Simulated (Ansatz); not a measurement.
# Mg3GaB3: the cost of one run

Computed with Ansatz 0.2.0 (DFT PBE, scalar-relativistic, plane waves, PAW, unless a step's input says otherwise).

## 1. Starting point

It takes space group Pm-3m (No. 221, cubic). The conventional cell has a = 4.640 Å, b = 4.640 Å, c = 4.640 Å, α = 90.00°, β = 90.00°, γ = 90.00°. Mg (site symmetry 4/mmm) is surrounded by 2 Ga at 2.32 Å and 4 B at 2.32 Å. Around Ga (site symmetry m-3m) lie 6 Mg at 2.32 Å. B (site symmetry 4/mmm) is surrounded by 4 Mg at 2.32 Å.

Coordinates:

```
Mg Ga B
1.0
     4.64023    0.00000    0.00000
     0.00000    4.64023    0.00000
     0.00000    0.00000    4.64023
Mg Ga B
3 1 3
Direct
  0.00000 0.50000 0.50000
  0.50000 0.00000 0.50000
  0.50000 0.50000 0.00000
  0.50000 0.50000 0.50000
  0.00000 0.00000 0.50000
  0.50000 0.00000 0.00000
  0.00000 0.50000 0.00000
```

The cell is invented: species swapped into a database cell of La3GaBr3 (Pm-3m, No. 221), with Mg on the La sites and B on the Br sites. Its size is a rough estimate.

## 2. The guess as it stands, on a coarse mesh

input.yaml

```yaml
crystal:
  lattice:
    - [4.64022939, 0.0, 0.0]
    - [0.0, 4.64022939, 0.0]
    - [0.0, 0.0, 4.64022939]
  atoms:
    - { symbol: Mg, position: [0.0, 0.5, 0.5] }
    - { symbol: Mg, position: [0.5, 0.0, 0.5] }
    - { symbol: Mg, position: [0.5, 0.5, 0.0] }
    - { symbol: Ga, position: [0.5, 0.5, 0.5] }
    - { symbol: B, position: [0.0, 0.0, 0.5] }
    - { symbol: B, position: [0.5, 0.0, 0.0] }
    - { symbol: B, position: [0.0, 0.5, 0.0] }
basis:
  ecutwfc: 420
kpoints:
  mp_grid: { grid: [4, 4, 4] }
hamiltonian:
  xc: pbe
scf:
  occupations: { method: gaussian, width: 0.1 }
  lower_state_search: "off"
output:
  forces: true
  stress: true
  eigenvalues: true
```

Run with:

```bash
ansatz run input.yaml --threads 1 --pin off --max-ram 2048MiB --backend cpu --events-out ev --progress --plain --runs-dir out
```

What time and memory should one allow on 1 thread of Intel Xeon 6975P-C (Granite Rapids), shared host?

About 1.1 s, with a peak of 0.4 GiB.
